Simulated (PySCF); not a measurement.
# C2H12NPSi2: the cost of one run

Computed with PySCF 2.14.0, with density-fitted response routines of our own, on a single molecule in the gas phase. Atoms count from 0, in the outputs and in this text.

## 1. Starting geometry

18 atoms, charge 1, multiplicity 2; geometry from: GFN2-xTB.

Bonds of the start (Å): C0–N1 1.44, N1–C2 1.44, N1–Si3 1.73, Si3–P4 2.30, P4–Si5 2.29, C0–H6 1.09, C0–H7 1.09, C0–H8 1.09, C2–H9 1.09, C2–H10 1.09, C2–H11 1.09, Si3–H12 1.45, Si3–H13 1.46, P4–H14 1.39, Si5–H15 1.47, Si5–H16 1.46, Si5–H17 1.46.

## 2. Relaxing the molecule at PBE0-D3(BJ)/def2-SVP

Job settings and geometry (Å):

```
{"job": {"xc": "PBE0", "basis": "def2-SVP", "d3": "d3bj", "grid": 1, "kind": "geom"}, "charge": 1, "multiplicity": 2}
C     -1.257734    -1.101346    -0.630583
N     -1.183906     0.270932    -0.204350
C     -1.901386     0.526876     1.016935
Si    -0.173483     1.439863    -0.974599
P      1.936208     1.118844    -0.109545
Si     2.829252    -0.973628     0.138806
H     -0.840382    -1.769221     0.128877
H     -2.302070    -1.384735    -0.780994
H     -0.718763    -1.244967    -1.562921
H     -1.529886    -0.104008     1.829388
H     -2.959995     0.293523     0.878343
H     -1.812874     1.570703     1.304888
H     -0.604608     2.763677    -0.555398
H     -0.052293     1.087891    -2.381417
H      1.711976     1.447537     1.218942
H      1.823993    -1.715853     0.909222
H      2.951099    -1.461898    -1.230571
H      4.076091    -0.757871     0.860022
```

Started as:

```
> OMP_NUM_THREADS=1 python probes_run.py task.json out
```

This one command runs all jobs of the session in turn.

**Question.** How long does this first job take on 1 thread of Arm Neoverse N1, shared host, and how much memory does it need?

About 5.9 min, with a peak of 0.65 GiB.
